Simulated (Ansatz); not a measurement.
# Ge2HN: the cost of one run

Method: the settings change from run to run; program: Ansatz 0.2.0, Gaussian basis.

20 further runs of the same task are left out: 9 that didn't finish, 11 set aside as unsound or not needed. Runs told in other sessions of the task aren't counted.

### Step 1. The system

The geometry is a PBE0/def2-TZVP stationary point (not a proven minimum) of the parent state, kept for this charge and spin. No spin-orbit coupling is included. The filled d shell of Ge may be among the frozen orbitals whatever the setting's name suggests.

4 atoms, charge 1, spin multiplicity 2.

Atoms are counted from 1 here; the program's logs count them from 0.

Bond lengths: Ge1–Ge2 2.332 Å, Ge2–N3 1.702 Å, N3–H4 1.020 Å. Angles: Ge1–Ge2–N3 168.8°, Ge2–N3–H4 114.3°.

### Step 2. BCCD on UHF/cc-pVDZ

in.yaml

```yaml
crystal:
  periodic: [false, false, false]
  atoms:
    - {symbol: Ge, position_ang: [-0.000008, -0.121823, 2.729775]}
    - {symbol: Ge, position_ang: [-0.000015, -0.054440, 0.398639]}
    - {symbol: N, position_ang: [-0.000002, -0.335637, -1.280045]}
    - {symbol: H, position_ang: [0.000025, 0.511900, -1.848369]}
basis:
  gaussian: {orbitals: cc-pVDZ, fitting: {mean_field: def2-universal-jkfit}}
total_charge: 1
magnetization: {spin_polarized: true, initial_magnetization: 1}
correlation: {method: bccd, electrons: outside_noble_gas, diis_vectors: 1}
output: {forces: true}
```

On the command line:

```console
$ ansatz run in.yaml --threads 1 --pin off --events-out ev --progress --plain --max-ram 2393MiB
```

**Question.** How long does this run take on 1 thread of Arm Neoverse V1, shared host, and how much memory does it need?

About 2 min, with a peak of 0.29 GiB.
